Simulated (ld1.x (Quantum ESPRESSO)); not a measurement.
# Mo, TM: a sweep of the scale of all radii

Aim: generate and test one potential in full, then change the scale of all radii and see what happens to hardness, ghosts and transferability.

The numbers are computed with ld1.x (Quantum ESPRESSO) 7.5 (PBE, scalar-relativistic, spin-unpolarised reference atom).

## 1. The design

Typed settings, in words:

```json
{"element": "molybdenum (Mo, Z = 42)", "type": "norm-conserving Troullier–Martins (Kleinman–Bylander form)", "frozen core": "[Ar] 3d10", "valence charge": "14", "reference configuration": "4s2 4p6 4d4 5s0 5p0 (charge +2)", "partial waves": "4p (bound): rc 1.76 bohr; 4d (bound): rc 1.50 bohr; 4s (bound): rc 1.72 bohr", "local potential": "the s channel", "core correction": "not asked for"}
```

The nodes and maxima of the atom's own shells, from an earlier all-electron run, set the scale for the radii.

All-electron outer shells of the reference configuration (PBE, scalar-relativistic, ld1.x):

```csv
shell,level (eV),outermost node (bohr),outermost maximum (bohr)
3d,-239.60,–,0.32
4s,-82.75,0.51,0.99
4p,-56.75,0.52,1.06
4d,-20.83,0.53,1.35
5s,-17.70,1.32,2.62
5p,-12.69,1.49,3.12
4f,-4.24,–,5.41
```

## 2. The first potential

Mo.in reads:

```
 &input
   title='Mo', zed=42., rel=1, dft='PBE', iswitch=3,
   config='[Kr] 4d4 5s0 5p0',
   nld=3, rlderiv=1.90, eminld=-8.0, emaxld=5.0, deld=0.04
 /
 &inputp
   pseudotype=2, tm=.true., lloc=0,
   nlcc=.false.,
   file_pseudopw='Mo.UPF', file_wfcaegen='ae.wfc', file_wfcncgen='nc.wfc', file_beta='beta', file_chi='chi'
 /
3
4P  2  1   6.00   0.00  1.76  1.76  0.0
4D  3  2   4.00   0.00  1.50  1.50  0.0
4S  1  0   2.00   0.00  1.72  1.72  0.0
 &test
   configts(1)='4s2 4p6 4d4 5s0 5p0'
 /
```

Launch:

```bash
ld1.x < Mo.in > Mo.out
```

Output in Mo.out (without the banner and most projector matrices):

```text
     Program LD1 v.7.5
     --------------------------- All-electron run ----------------------------

     Mo
     scalar relativistic calculation

     atomic number is 42.00
     dft =PBE   lsd =0 sic =0 latt =0  beta=0.20 tr2=1.0E-14
     Exchange-correlation= PBE
                           (   1   4   3   4   0   0   0)
     mesh =1229 r(mesh) = 100.71859 a.u. xmin = -7.00 dx = 0.01250
     1 Ry =  13.60569312 eV, c = 137.03599908

     n l     nl                  e(Ry)          e(Ha)          e(eV)
     1 0     1S 1( 2.00)     -1458.3103      -729.1551    -19841.3217
     2 0     2S 1( 2.00)      -207.1396      -103.5698     -2818.2777
     2 1     2P 1( 6.00)      -185.3204       -92.6602     -2521.4128
     3 0     3S 1( 2.00)       -36.3926       -18.1963      -495.1468
     3 1     3P 1( 6.00)       -29.2420       -14.6210      -397.8575
     4 0     4S 1( 2.00)        -6.0823        -3.0411       -82.7536
     4 1     4P 1( 6.00)        -4.1711        -2.0855       -56.7504
     3 2     3D 1(10.00)       -17.6100        -8.8050      -239.5959
     4 2     4D 1( 4.00)        -1.5307        -0.7654       -20.8268
     5 0     5S 1( 0.00)        -1.3012        -0.6506       -17.7032
     5 1     5P 1( 0.00)        -0.9326        -0.4663       -12.6891

     final scf error:  3.6E-15 reached in  20 iterations

     Etot =   -8095.600994 Ry,   -4047.800497 Ha, -110146.262765 eV

     Ekin =    8347.385438 Ry,    4173.692719 Ha,  113571.964653 eV
     Encl =  -19456.760280 Ry,   -9728.380140 Ha, -264722.709543 eV
     Eh   =    3259.717197 Ry,    1629.858598 Ha,   44350.711844 eV
     Exc  =    -245.943348 Ry,    -122.971674 Ha,   -3346.229719 eV

     normalization and overlap integrals

     s(1S/1S) =  1.000000  <r> =   0.0352  <r2> =    0.0017  r(max) =   0.0229
     s(2S/2S) =  1.000000  <r> =   0.1537  <r2> =    0.0279  r(max) =   0.1303
     s(2P/2P) =  1.000000  <r> =   0.1340  <r2> =    0.0219  r(max) =   0.1041
     s(3S/3S) =  1.000000  <r> =   0.4289  <r2> =    0.2107  r(max) =   0.3819
     s(3P/3P) =  1.000000  <r> =   0.4306  <r2> =    0.2158  r(max) =   0.3771
     s(4S/4S) =  1.000000  <r> =   1.1039  <r2> =    1.3807  r(max) =   0.9874
     s(4P/4P) =  1.000000  <r> =   1.2273  <r2> =    1.7244  r(max) =   1.0643
     s(3D/3D) =  1.000000  <r> =   0.4152  <r2> =    0.2074  r(max) =   0.3246
     s(4D/4D) =  1.000000  <r> =   1.7260  <r2> =    3.5558  r(max) =   1.3496
     s(5S/5S) =  1.000000  <r> =   2.9399  <r2> =    9.7052  r(max) =   2.6178
     s(5P/5P) =  1.000000  <r> =   3.5242  <r2> =   13.9584  r(max) =   3.1184

     ------------------------ End of All-electron run ------------------------

     --------------------- Generating NC pseudopotential ---------------------

      Generating local pot.: lloc=0, matching radius rcloc =   1.7200

      Wfc   4P  rcut= 1.755  Using Troullier-Martins method

      Wfc   4D  rcut= 1.510  Using Troullier-Martins method

     ------------------- End of pseudopotential generation -------------------

     [... the all-electron block is printed once more ...]


     Computing logarithmic derivative in   1.90332
     Computing logarithmic derivative in   1.90332
     Computing the partial wave expansion
       no projector for channel:   0
     R is outside the sphere for l=    1 j= 0.00
     R is outside the sphere for l=    2 j= 0.00

     ---------------------- Testing the pseudopotential ----------------------

     Mo
     scalar relativistic calculation

     atomic number is 42.00   valence charge is 14.00
     dft =PBE   lsd =0 sic =0 latt =0  beta=0.20 tr2=1.0E-14
     mesh =1229 r(mesh) = 100.71859 xmin = -7.00 dx = 0.01250

     n l     nl             e AE (Ry)        e PS (Ry)    De AE-PS (Ry)
     1 0     4S   1( 2.00)       -6.08228       -6.08228       -0.00000
     2 1     4P   1( 6.00)       -4.17108       -4.17108        0.00001
     3 2     4D   1( 4.00)       -1.53074       -1.53073       -0.00001
     2 0     5S   1( 0.00)       -1.30116       -1.41797        0.11680  !
     3 1     5P   1( 0.00)       -0.93263       -0.97065        0.03802  !

     eps = 6.2E-15  iter = 23

     Etot =   -8095.600994 Ry,   -4047.800497 Ha, -110146.262765 eV
     Etotps =  -134.645829 Ry,     -67.322914 Ha,   -1831.949829 eV

     Ekin =      42.966441 Ry,      21.483221 Ha,     584.588217 eV
     Encl =    -255.110796 Ry,    -127.555398 Ha,   -3470.959209 eV
     Ehrt =      95.614503 Ry,      47.807252 Ha,    1300.901587 eV
     Ecxc =     -14.288387 Ry,      -7.144193 Ha,    -194.403405 eV
     Epseu=      -3.827590 Ry,      -1.913795 Ha,     -52.077019 eV

     ---------------------- End of pseudopotential test ----------------------
```

It took 1.7 s on 1 thread, shared host. (Generation and the later configuration tests together.)

Partial waves on a coarse radial grid (AE all-electron, PS pseudo):

| r (bohr) | 4d AE | 4d PS | 4p AE | 4p PS |
| --- | --- | --- | --- | --- |
| 0.088 | -0.1090 | 0.0015 | 0.3360 | 0.0164 |
| 0.176 | -0.3061 | 0.0120 | -0.0969 | 0.0645 |
| 0.264 | -0.3787 | 0.0388 | -0.4794 | 0.1412 |
| 0.352 | -0.3163 | 0.0861 | -0.5110 | 0.2415 |
| 0.440 | -0.1726 | 0.1544 | -0.2962 | 0.3586 |
| 0.528 | 0.0033 | 0.2404 | 0.0174 | 0.4848 |
| 0.616 | 0.1800 | 0.3376 | 0.3312 | 0.6116 |
| 0.704 | 0.3403 | 0.4379 | 0.5961 | 0.7303 |
| 0.792 | 0.4768 | 0.5334 | 0.7945 | 0.8332 |
| 0.880 | 0.5871 | 0.6178 | 0.9268 | 0.9136 |
| 0.968 | 0.6716 | 0.6870 | 1.0002 | 0.9673 |
| 1.056 | 0.7326 | 0.7395 | 1.0259 | 0.9925 |
| 1.144 | 0.7730 | 0.7757 | 1.0151 | 0.9899 |
| 1.232 | 0.7962 | 0.7970 | 0.9784 | 0.9630 |
| 1.320 | 0.8054 | 0.8055 | 0.9243 | 0.9167 |
| 1.408 | 0.8033 | 0.8034 | 0.8598 | 0.8568 |
| 1.496 | 0.7927 | 0.7927 | 0.7900 | 0.7892 |
| 1.584 | 0.7753 | 0.7753 | 0.7187 | 0.7186 |
| 1.672 | 0.7529 | 0.7529 | 0.6486 | 0.6486 |
| 1.760 | 0.7270 | 0.7270 | 0.5815 | 0.5815 |
| 1.848 | 0.6985 | 0.6985 | 0.5183 | 0.5183 |
| 1.936 | 0.6684 | 0.6684 | 0.4598 | 0.4598 |
| 2.024 | 0.6373 | 0.6373 | 0.4063 | 0.4063 |
| 2.112 | 0.6058 | 0.6058 | 0.3577 | 0.3577 |
| 2.200 | 0.5744 | 0.5744 | 0.3139 | 0.3139 |
| 2.288 | 0.5433 | 0.5433 | 0.2748 | 0.2748 |

## 3. Configuration tests

Mo.test.in reads:

```
 &input
   title='Mo', zed=42., rel=1, dft='PBE', iswitch=2,
   config='[Kr] 4d4 5s0 5p0'
 /
 &test
   file_pseudo='Mo.UPF', nconf=8,
   configts(1)='4s2 4p6 4d4 5s0 5p0',
   configts(2)='4s2 4p6 4d5 5s1 5p0',
   configts(3)='4s2 4p6 4d5 5s0 5p0',
   configts(4)='4s2 4p6 4d3 5s0 5p0',
   configts(5)='4s2 4p6 4d5 5s0.5 5p0',
   configts(6)='4s2 4p6 4d4 5s1 5p0',
   configts(7)='4s2 4p6 4d5 5s0 5p1',
   configts(8)='4s2 4p6 4d4 5s2 5p0'
 /
```

Launch:

```bash
ld1.x < Mo.test.in > Mo.test.out
```

Mo.test.out, the pseudopotential blocks:

```text
     ---------------------- Testing the pseudopotential ----------------------

     Mo
     scalar relativistic calculation

     atomic number is 42.00   valence charge is 14.00
     dft =PBE   lsd =0 sic =0 latt =0  beta=0.20 tr2=1.0E-14
     mesh =1229 r(mesh) = 100.71859 xmin = -7.00 dx = 0.01250

     n l     nl             e AE (Ry)        e PS (Ry)    De AE-PS (Ry)
     1 0     4S   1( 2.00)       -6.08228       -6.08228       -0.00000
     2 1     4P   1( 6.00)       -4.17108       -4.17108        0.00001
     3 2     4D   1( 4.00)       -1.53074       -1.53073       -0.00001
     2 0     5S   1( 0.00)       -1.30116       -1.41797        0.11680  !
     3 1     5P   1( 0.00)       -0.93263       -0.97065        0.03802  !

     eps = 6.1E-15  iter = 23

     Etot =   -8095.600994 Ry,   -4047.800497 Ha, -110146.262764 eV
     Etotps =  -134.645829 Ry,     -67.322914 Ha,   -1831.949829 eV

     Ekin =      42.966441 Ry,      21.483221 Ha,     584.588217 eV
     Encl =    -255.110796 Ry,    -127.555398 Ha,   -3470.959209 eV
     Ehrt =      95.614503 Ry,      47.807252 Ha,    1300.901587 eV
     Ecxc =     -14.288387 Ry,      -7.144193 Ha,    -194.403405 eV
     Epseu=      -3.827590 Ry,      -1.913795 Ha,     -52.077019 eV

     ---------------------- End of pseudopotential test ----------------------

     ---------------------- Testing the pseudopotential ----------------------

     Mo
     scalar relativistic calculation

     atomic number is 42.00   valence charge is 14.00
     dft =PBE   lsd =0 sic =0 latt =0  beta=0.20 tr2=1.0E-14
     mesh =1229 r(mesh) = 100.71859 xmin = -7.00 dx = 0.01250

     n l     nl             e AE (Ry)        e PS (Ry)    De AE-PS (Ry)
     1 0     4S   1( 2.00)       -4.72938       -4.69869       -0.03070  !
     2 1     4P   1( 6.00)       -2.82861       -2.79828       -0.03033  !
     3 2     4D   1( 5.00)       -0.27582       -0.25141       -0.02442  !
     2 0     5S   1( 1.00)       -0.30034       -0.34531        0.04498  !
     3 1     5P   1( 0.00)       -0.07669       -0.07483       -0.00186

     eps = 6.3E-15  iter = 24

     Etot =   -8097.243804 Ry,   -4048.621902 Ha, -110168.614337 eV
     Etotps =  -136.351468 Ry,     -68.175734 Ha,   -1855.156227 eV
     dEtot_ae =      -1.642810 Ry
     dEtot_ps =      -1.705639 Ry,   Delta E=       0.062829 Ry

     Ekin =      43.972022 Ry,      21.986011 Ha,     598.269831 eV
     Encl =    -274.561423 Ry,    -137.280712 Ha,   -3735.598468 eV
     Ehrt =     113.154025 Ry,      56.577013 Ha,    1539.538946 eV
     Ecxc =     -15.279308 Ry,      -7.639654 Ha,    -207.885577 eV
     Epseu=      -3.636783 Ry,      -1.818392 Ha,     -49.480959 eV

     ---------------------- End of pseudopotential test ----------------------

     ---------------------- Testing the pseudopotential ----------------------

     Mo
     scalar relativistic calculation

     atomic number is 42.00   valence charge is 14.00
     dft =PBE   lsd =0 sic =0 latt =0  beta=0.20 tr2=1.0E-14
     mesh =1229 r(mesh) = 100.71859 xmin = -7.00 dx = 0.01250

     n l     nl             e AE (Ry)        e PS (Ry)    De AE-PS (Ry)
     1 0     4S   1( 2.00)       -5.22677       -5.23429        0.00752  !
     2 1     4P   1( 6.00)       -3.32867       -3.33420        0.00554  !
     3 2     4D   1( 5.00)       -0.76541       -0.76774        0.00233
     2 0     5S   1( 0.00)       -0.72238       -0.80193        0.07955  !
     3 1     5P   1( 0.00)       -0.43422       -0.45284        0.01862  !

     eps = 4.2E-15  iter = 23

     Etot =   -8096.737397 Ry,   -4048.368698 Ha, -110161.724320 eV
     Etotps =  -135.783652 Ry,     -67.891826 Ha,   -1847.430699 eV
     dEtot_ae =      -1.136403 Ry
     dEtot_ps =      -1.137823 Ry,   Delta E=       0.001420 Ry

     Ekin =      44.339685 Ry,      22.169842 Ha,     603.272143 eV
     Encl =    -267.361901 Ry,    -133.680951 Ha,   -3637.643983 eV
     Ehrt =     105.971175 Ry,      52.985587 Ha,    1441.811286 eV
     Ecxc =     -14.993062 Ry,      -7.496531 Ha,    -203.991004 eV
     Epseu=      -3.739548 Ry,      -1.869774 Ha,     -50.879140 eV

     ---------------------- End of pseudopotential test ----------------------

     ---------------------- Testing the pseudopotential ----------------------

     Mo
     scalar relativistic calculation

     atomic number is 42.00   valence charge is 14.00
     dft =PBE   lsd =0 sic =0 latt =0  beta=0.20 tr2=1.0E-14
     mesh =1229 r(mesh) = 100.71859 xmin = -7.00 dx = 0.01250

     n l     nl             e AE (Ry)        e PS (Ry)    De AE-PS (Ry)
     1 0     4S   1( 2.00)       -7.07800       -7.06618       -0.01183  !
     2 1     4P   1( 6.00)       -5.14642       -5.13697       -0.00945  !
     3 2     4D   1( 3.00)       -2.41857       -2.41359       -0.00498
     2 0     5S   1( 0.00)       -1.96231       -2.12689        0.16458  !
     3 1     5P   1( 0.00)       -1.51918       -1.58506        0.06588  !

     eps = 7.3E-15  iter = 22

     Etot =   -8093.635334 Ry,   -4046.817667 Ha, -110119.518600 eV
     Etotps =  -132.682447 Ry,     -66.341223 Ha,   -1805.236655 eV
     dEtot_ae =       1.965660 Ry
     dEtot_ps =       1.963382 Ry,   Delta E=       0.002278 Ry

     Ekin =      40.810724 Ry,      20.405362 Ha,     555.258183 eV
     Encl =    -240.682843 Ry,    -120.341421 Ha,   -3274.656897 eV
     Ehrt =      84.503900 Ry,      42.251950 Ha,    1149.734129 eV
     Ecxc =     -13.420064 Ry,      -6.710032 Ha,    -182.589273 eV
     Epseu=      -3.894164 Ry,      -1.947082 Ha,     -52.982798 eV

     ---------------------- End of pseudopotential test ----------------------

     ---------------------- Testing the pseudopotential ----------------------

     Mo
     scalar relativistic calculation

     atomic number is 42.00   valence charge is 14.00
     dft =PBE   lsd =0 sic =0 latt =0  beta=0.20 tr2=1.0E-14
     mesh =1229 r(mesh) = 100.71859 xmin = -7.00 dx = 0.01250

     n l     nl             e AE (Ry)        e PS (Ry)    De AE-PS (Ry)
     1 0     4S   1( 2.00)       -4.96581       -4.95219       -0.01362  !
     2 1     4P   1( 6.00)       -3.06652       -3.05223       -0.01428  !
     3 2     4D   1( 5.00)       -0.51001       -0.49757       -0.01244  !
     2 0     5S   1( 0.50)       -0.50411       -0.56494        0.06083  !
     3 1     5P   1( 0.00)       -0.24675       -0.25345        0.00670  !

     eps = 9.8E-16  iter = 28

     Etot =   -8097.043394 Ry,   -4048.521697 Ha, -110165.887629 eV
     Etotps =  -136.124678 Ry,     -68.062339 Ha,   -1852.070596 eV
     dEtot_ae =      -1.442401 Ry
     dEtot_ps =      -1.478849 Ry,   Delta E=       0.036448 Ry

     Ekin =      44.170821 Ry,      22.085410 Ha,     600.974633 eV
     Encl =    -271.156456 Ry,    -135.578228 Ha,   -3689.271533 eV
     Ehrt =     109.684250 Ry,      54.842125 Ha,    1492.330245 eV
     Ecxc =     -15.142743 Ry,      -7.571372 Ha,    -206.027518 eV
     Epseu=      -3.680549 Ry,      -1.840275 Ha,     -50.076423 eV

     ---------------------- End of pseudopotential test ----------------------

     ---------------------- Testing the pseudopotential ----------------------

     Mo
     scalar relativistic calculation

     atomic number is 42.00   valence charge is 14.00
     dft =PBE   lsd =0 sic =0 latt =0  beta=0.20 tr2=1.0E-14
     mesh =1229 r(mesh) = 100.71859 xmin = -7.00 dx = 0.01250

     n l     nl             e AE (Ry)        e PS (Ry)    De AE-PS (Ry)
     1 0     4S   1( 2.00)       -5.46664       -5.41553       -0.05111  !
     2 1     4P   1( 6.00)       -3.55610       -3.50850       -0.04760  !
     3 2     4D   1( 4.00)       -0.93829       -0.90250       -0.03579  !
     2 0     5S   1( 1.00)       -0.80656       -0.87723        0.07067  !
     3 1     5P   1( 0.00)       -0.49297       -0.50022        0.00725  !

     eps = 8.5E-15  iter = 23

     Etot =   -8096.651146 Ry,   -4048.325573 Ha, -110160.550817 eV
     Etotps =  -135.788712 Ry,     -67.894356 Ha,   -1847.499546 eV
     dEtot_ae =      -1.050153 Ry
     dEtot_ps =      -1.142883 Ry,   Delta E=       0.092731 Ry

     Ekin =      42.938189 Ry,      21.469094 Ha,     584.203820 eV
     Encl =    -264.194716 Ry,    -132.097358 Ha,   -3594.552230 eV
     Ehrt =     103.827509 Ry,      51.913755 Ha,    1412.645231 eV
     Ecxc =     -14.687462 Ry,      -7.343731 Ha,    -199.833101 eV
     Epseu=      -3.672232 Ry,      -1.836116 Ha,     -49.963266 eV

     ---------------------- End of pseudopotential test ----------------------

     ---------------------- Testing the pseudopotential ----------------------

     Mo
     scalar relativistic calculation

     atomic number is 42.00   valence charge is 14.00
     dft =PBE   lsd =0 sic =0 latt =0  beta=0.20 tr2=1.0E-14
     mesh =1229 r(mesh) = 100.71859 xmin = -7.00 dx = 0.01250

     n l     nl             e AE (Ry)        e PS (Ry)    De AE-PS (Ry)
     1 0     4S   1( 2.00)       -4.82962       -4.82136       -0.00826  !
     2 1     4P   1( 6.00)       -2.92986       -2.92040       -0.00946  !
     3 2     4D   1( 5.00)       -0.36978       -0.35933       -0.01045  !
     2 0     5S   1( 0.00)       -0.36632       -0.42482        0.05850  !
     3 1     5P   1( 1.00)       -0.12816       -0.13243        0.00427

     eps = 6.2E-15  iter = 28

     Etot =   -8097.013001 Ry,   -4048.506501 Ha, -110165.474109 eV
     Etotps =  -136.070088 Ry,     -68.035044 Ha,   -1851.327858 eV
     dEtot_ae =      -1.412008 Ry
     dEtot_ps =      -1.424259 Ry,   Delta E=       0.012251 Ry

     Ekin =      44.384063 Ry,      22.192031 Ha,     603.875939 eV
     Encl =    -273.037198 Ry,    -136.518599 Ha,   -3714.860327 eV
     Ehrt =     111.532593 Ry,      55.766297 Ha,    1517.478237 eV
     Ecxc =     -15.185239 Ry,      -7.592620 Ha,    -206.605709 eV
     Epseu=      -3.764307 Ry,      -1.882153 Ha,     -51.215999 eV

     ---------------------- End of pseudopotential test ----------------------

     ---------------------- Testing the pseudopotential ----------------------

     Mo
     scalar relativistic calculation

     atomic number is 42.00   valence charge is 14.00
     dft =PBE   lsd =0 sic =0 latt =0  beta=0.20 tr2=1.0E-14
     mesh =1229 r(mesh) = 100.71859 xmin = -7.00 dx = 0.01250

     n l     nl             e AE (Ry)        e PS (Ry)    De AE-PS (Ry)
     1 0     4S   1( 2.00)       -4.93174       -4.84497       -0.08677  !
     2 1     4P   1( 6.00)       -3.02022       -2.93921       -0.08101  !
     3 2     4D   1( 4.00)       -0.41543       -0.35471       -0.06072  !
     2 0     5S   1( 2.00)       -0.35854       -0.39557        0.03703  !
     3 1     5P   1( 0.00)       -0.10539       -0.09533       -0.01005  !

     eps = 4.1E-15  iter = 28

     Etot =   -8097.229206 Ry,   -4048.614603 Ha, -110168.415718 eV
     Etotps =  -136.419793 Ry,     -68.209897 Ha,   -1856.085841 eV
     dEtot_ae =      -1.628212 Ry
     dEtot_ps =      -1.773964 Ry,   Delta E=       0.145752 Ry

     Ekin =      42.758073 Ry,      21.379036 Ha,     581.753214 eV
     Encl =    -271.962081 Ry,    -135.981041 Ha,   -3700.232621 eV
     Ehrt =     111.408441 Ry,      55.704221 Ha,    1515.789065 eV
     Ecxc =     -15.046193 Ry,      -7.523097 Ha,    -204.713890 eV
     Epseu=      -3.578032 Ry,      -1.789016 Ha,     -48.681609 eV

     ---------------------- End of pseudopotential test ----------------------
```

The tests as a table, with energies relative to 4s2 4p6 4d4 5s0 5p0.

```csv
valence configuration,charge,ΔE all-electron (eV),error AE − PS (meV)
4s2 4p6 4d5 5s1 5p0,0,-22.352,+855
4s2 4p6 4d5 5s0 5p0,+1,-15.462,+19
4s2 4p6 4d3 5s0 5p0,+3,26.744,+31
4s2 4p6 4d5 5s0.5 5p0,+0.5,-19.625,+496
4s2 4p6 4d4 5s1 5p0,+1,-14.288,+1262
4s2 4p6 4d5 5s0 5p1,0,-19.211,+167
4s2 4p6 4d4 5s2 5p0,0,-22.153,+1983
```

## 4. Scattering by logarithmic derivatives

Taken from the files of the generation run. The phase is arctan(r·u′/u) with u = r·R, unwrapped, with energies in Ry. A pole is an energy at which the radial function vanishes at the test radius. The pseudo phase is shifted by a multiple of π to meet the all-electron one at the reference energy. Levels narrower than the energy grid can be missing from the poles. The last column is the largest difference on the grid between −1 and +1 Ry.

| channel | radius (bohr) | reference (Ry) | poles AE | poles PS | window around the reference with phases within 0.05 rad (Ry) | largest difference near zero (rad) |
| --- | --- | --- | --- | --- | --- | --- |
| s | 1.90 | -6.08 | -5.54 | -5.55, 4.05 | below -2.6 | 1.408 |
| p | 1.90 | -4.17 | -3.29 | -3.32 | below -1.0 | 0.395 |
| d | 1.90 | -1.53 | 0.36 | 0.09 | below 0.4 | 0.074 |

Phases (rad) along the scan:

| E (Ry) | s AE | s PS | d AE | d PS |
| --- | --- | --- | --- | --- |
| -8.00 | 1.244 | 1.238 | 1.356 | 1.353 |
| -7.52 | 1.174 | 1.166 | 1.347 | 1.343 |
| -7.04 | 1.005 | 0.991 | 1.335 | 1.332 |
| -6.56 | 0.157 | 0.128 | 1.323 | 1.318 |
| -6.08 | -1.289 | -1.289 | 1.307 | 1.302 |
| -5.60 | -1.554 | -1.557 | 1.289 | 1.283 |
| -5.12 | -1.649 | -1.655 | 1.265 | 1.258 |
| -4.64 | -1.703 | -1.713 | 1.235 | 1.227 |
| -4.16 | -1.742 | -1.756 | 1.194 | 1.184 |
| -3.68 | -1.775 | -1.796 | 1.134 | 1.121 |
| -3.20 | -1.807 | -1.837 | 1.038 | 1.022 |
| -2.72 | -1.841 | -1.886 | 0.860 | 0.840 |
| -2.24 | -1.879 | -1.948 | 0.458 | 0.436 |
| -1.76 | -1.926 | -2.035 | -0.381 | -0.385 |
| -1.28 | -1.985 | -2.173 | -1.041 | -1.044 |
| -0.80 | -2.065 | -2.421 | -1.322 | -1.335 |
| -0.32 | -2.182 | -2.902 | -1.460 | -1.485 |
| 0.16 | -2.363 | -3.586 | -1.544 | -1.583 |
| 0.64 | -2.659 | -4.067 | -1.603 | -1.663 |
| 1.12 | -3.112 | -4.314 | -1.650 | -1.742 |
| 1.60 | -3.609 | -4.452 | -1.692 | -1.841 |
| 2.08 | -3.970 | -4.538 | -1.732 | -1.996 |
| 2.56 | -4.191 | -4.598 | -1.774 | -2.325 |
| 3.04 | -4.329 | -4.643 | -1.822 | -3.148 |
| 3.52 | -4.421 | -4.679 | -1.882 | -3.981 |
| 4.00 | -4.485 | -4.710 | -1.961 | -4.310 |
| 4.48 | -4.534 | -4.737 | -2.077 | -4.457 |
| 4.96 | -4.571 | -4.762 | -2.265 | -4.539 |

[end of part 1 of 2]
